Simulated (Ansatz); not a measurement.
# Cs3N: the cost of one run

Computed with Ansatz 0.2.0 (DFT PBE, scalar-relativistic, plane waves, PAW, unless a step's input says otherwise).

2 further runs of the same task are left out: 2 set aside as unsound or not needed.

### Step 1. The starting structure

The structure is tetragonal, space group I4/mmm (No. 139). Conventional cell: a = 5.052 Å, b = 5.052 Å, c = 11.286 Å, α = 90.00°, β = 90.00°, γ = 90.00°. Around Cs (site symmetry 4/mmm) lie 4 N at 3.57 Å and 8 Cs at 3.79 Å. Cs (site symmetry -4m2) is surrounded by 8 Cs at 3.57 to 3.79 Å and 4 N at 3.79 Å. Around N (site symmetry 4/mmm) lie 12 Cs at 3.57 to 3.79 Å.

Structure file:

```
CELL_PARAMETERS angstrom
-2.52612 2.52612 5.64276
2.52612 -2.52612 5.64276
2.52612 2.52612 -5.64276
ATOMIC_POSITIONS crystal
Cs 0.50000 0.50000 0.00000
Cs 0.25000 0.75000 0.50000
Cs 0.75000 0.25000 0.50000
N 0.00000 0.00000 0.00000
```

This is candidate A: TiAl3 (D0_22) type (I4/mmm, No. 139).

(A quick probe on a coarse mesh, which set the mesh and smearing, is not shown.)

### Step 3. Full relaxation (candidate A)

Contents of input.yaml:

```yaml
crystal:
  lattice:
    - [-2.5261207082, 2.5261207082, 5.6427631404]
    - [2.5261207082, -2.5261207082, 5.6427631404]
    - [2.5261207082, 2.5261207082, -5.6427631404]
  atoms:
    - { symbol: Cs, position: [0.5, 0.5, 0.0] }
    - { symbol: Cs, position: [0.25, 0.75, 0.5] }
    - { symbol: Cs, position: [0.75, 0.25, 0.5] }
    - { symbol: "N", position: [0.0, 0.0, 0.0], spin: 0.5 }
basis:
  ecutwfc: 420
kpoints:
  mp_grid: { grid: [14, 14, 14] }
hamiltonian:
  xc: pbe
scf:
  occupations: { method: gaussian, width: 0.1 }
output:
  forces: true
  stress: true
  eigenvalues: true
  populations: true
magnetization:
  spin_polarized: true
relax:
  adjacent_minimum: "off"
  f_tol: 0.01
  max_steps: 80
  cell: { stress_tol: 0.05 }
```

Launch:

```console
> ansatz run input.yaml --threads 1 --pin off --max-ram 2560MiB --backend cpu --events-out ev --progress --plain --runs-dir out
```

What time and memory should one allow on 1 thread of Intel Xeon Platinum 8259CL at 2.50GHz (Skylake/Cascade Lake), shared host?

About 21 min, with a peak of 1.3 GiB.
